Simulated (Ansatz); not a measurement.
**C₂H₅ClInN: a ladder of functionals and wavefunction methods**

One table from this session's results is given with a row withheld; the runs are named, their logs left out.

Method: functionals in def2-TZVPP, the program's frozen cores in correlated methods; program: Ansatz 0.2.0, Gaussian basis.

Plan: LDA (SPW92), PBE-D4, revPBE-D4, BLYP-D4, r2SCAN-D4, B97M-V, PBE0-D4, B3LYP-D4, r2SCANh-D4, r2SCAN0-D4, HSE06-D4, BHLYP-D4, CAM-B3LYP-D4, LC-ωPBE, ωB97X-V, ωB97M-V, B2PLYP, PBE-QIDH; CCSD(T)/def2-SVP; CCSD(T)/def2-TZVPP; MP2/def2-QZVPP; extrapolation to the limit; RPA on PBE.

**Structure used throughout**

All runs share one geometry, relaxed beforehand with PBE0-D4 in a triple-zeta def2 set. In takes the def2 core potential; no spin-orbit term is included.

SMILES `C[C](=N)[InH][Cl]`, 10 atoms, charge 0, spin multiplicity 1.

Atoms are counted from 1 here; the program's logs count them from 0.

Bond lengths: C1–C2 1.495 Å, C1–H6 1.094 Å, C1–H7 1.092 Å, C1–H8 1.094 Å, C2–N3 1.260 Å, C2–In4 2.187 Å, N3–H9 1.022 Å, In4–Cl5 2.364 Å, In4–H10 1.709 Å. Angles: C2–C1–H6 110.5°, C2–C1–H7 110.2°, C2–C1–H8 110.5°, H6–C1–H7 109.4°, H6–C1–H8 106.7°, H7–C1–H8 109.4°, C1–C2–N3 120.6°, C1–C2–In4 120.2°, N3–C2–In4 119.2°, C2–N3–H9 113.1°, C2–In4–Cl5 101.8°, C2–In4–H10 145.3°, Cl5–In4–H10 112.9°.

As a file:

```xyz
10
charge 0, multiplicity 1
C    -0.2123   -0.4162    1.5516
C     0.0359    0.3581    0.2972
N     0.2487    1.5992    0.3401
In    0.0329   -0.6575   -1.6400
Cl    0.4805    1.1293   -3.1224
H     0.5329   -1.2093    1.6666
H    -0.1735    0.2468    2.4186
H    -1.1901   -0.9064    1.5123
H     0.4033    2.0109   -0.5827
H    -0.1583   -2.1549   -2.4414
```

Set-up of the first run:

in.yaml

```yaml
crystal:
  periodic: [false, false, false]
  atoms:
    - {symbol: C, position_ang: [-0.212324, -0.416233, 1.551606]}
    - {symbol: C, position_ang: [0.035895, 0.358099, 0.297239]}
    - {symbol: N, position_ang: [0.248711, 1.599207, 0.340093]}
    - {symbol: In, position_ang: [0.032914, -0.657489, -1.640023]}
    - {symbol: Cl, position_ang: [0.480481, 1.129316, -3.122351]}
    - {symbol: H, position_ang: [0.532948, -1.209339, 1.666628]}
    - {symbol: H, position_ang: [-0.173504, 0.246784, 2.418625]}
    - {symbol: H, position_ang: [-1.190064, -0.906361, 1.512310]}
    - {symbol: H, position_ang: [0.403279, 2.010894, -0.582708]}
    - {symbol: H, position_ang: [-0.158336, -2.154877, -2.441420]}
basis:
  gaussian: {orbitals: def2-TZVPP}
hamiltonian: {xc: lda}
output: {orbitals: {seedname: orbitals}}
```

Steps of the session up to this table: LDA; PBE-D4 (GGA); revPBE-D4 (GGA); BLYP-D4 (GGA); r2SCAN-D4 (meta-GGA); B97M-V (meta-GGA); PBE0-D4 (hybrid); B3LYP-D4 (hybrid); r2SCANh-D4 (hybrid); r2SCAN0-D4 (hybrid); HSE06-D4 (hybrid); BHLYP-D4 (hybrid); CAM-B3LYP-D4 (range-separated); LC-ωPBE (range-separated); ωB97X-V (range-separated); ωB97M-V (range-separated); B2PLYP (double hybrid); PBE-QIDH (double hybrid).

One of the session's tables, all rows but one given; the rest of the session is left out.

It belongs to the step «Orbital energies across the functionals». 

```
  functional  HOMO (eV)  LUMO (eV)  gap (eV)
 LDA (SPW92)      -5.91      -3.20      2.71
      PBE-D4      -5.76      -2.92      2.84
   revPBE-D4      -5.69      -2.79      2.90
     BLYP-D4      -5.67      -2.86      2.81
   r2SCAN-D4      -5.97      -2.75      3.22
      B97M-V      -6.06      -2.90      3.16
     PBE0-D4      -6.94      -2.17      4.76
    B3LYP-D4      -6.77      -2.44      4.33
  r2SCANh-D4      -6.42      -2.48      3.94
  r2SCAN0-D4      -7.09      -2.08      5.02
    HSE06-D4          ?          ?         ?
    BHLYP-D4      -8.08      -1.49      6.59
CAM-B3LYP-D4      -8.25      -1.33      6.92
     LC-ωPBE      -9.49      -0.21      9.28
     ωB97X-V      -9.18      -0.34      8.84
     ωB97M-V      -9.09      -0.56      8.53
```

**Question.** Estimate the row for HSE06-D4.

**Answer.** HOMO (eV): -6.54; LUMO (eV): -2.54; gap (eV): 4.01. In the column «HOMO (eV)» it lies between B3LYP-D4 (-6.77) and r2SCANh-D4 (-6.42).
